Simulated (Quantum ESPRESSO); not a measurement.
Runs of Quantum ESPRESSO 7.5 on In2H. The cell holds a sheet with vacuum, 3 atoms: a = 4.956 Å, b = 4.956 Å, c = 25.487 Å, α = 90.00°, β = 90.00°, γ = 120.00°. The cell was built by a generator and needn't be a form met in nature.

| level | form of the LDA correlation | gap on the mesh (eV) | work function (eV) |
| --- | --- | --- | --- |
| AM05 | - | none | (b) |
| RPBE | - | none | 3.77 |
| LDA | PZ81 | none | 4.27 |
| revPBE | - | none | 3.78 |
| WC | - | none | 4.00 |
| PBEsol | - | none | (c) |
| PBE | - | none | 3.93 |
| PW91 | - | none | (a) |

Alike in all rows: task work function; potentials or basis SG15 PBE 1.2; no spin polarisation; cell as given; k mesh 6 × 6 × 1; cutoff (eV) 952; smearing fermi-dirac 0.05 eV.

Question: Fill in the values left out.

Answer: (a) 3.97; (b) 3.89; (c) 4.02.

A k mesh can miss the band edges, and the runs leave out spin-orbit coupling on In.

A gap of «none» marks a metal or a gap under the smearing width.
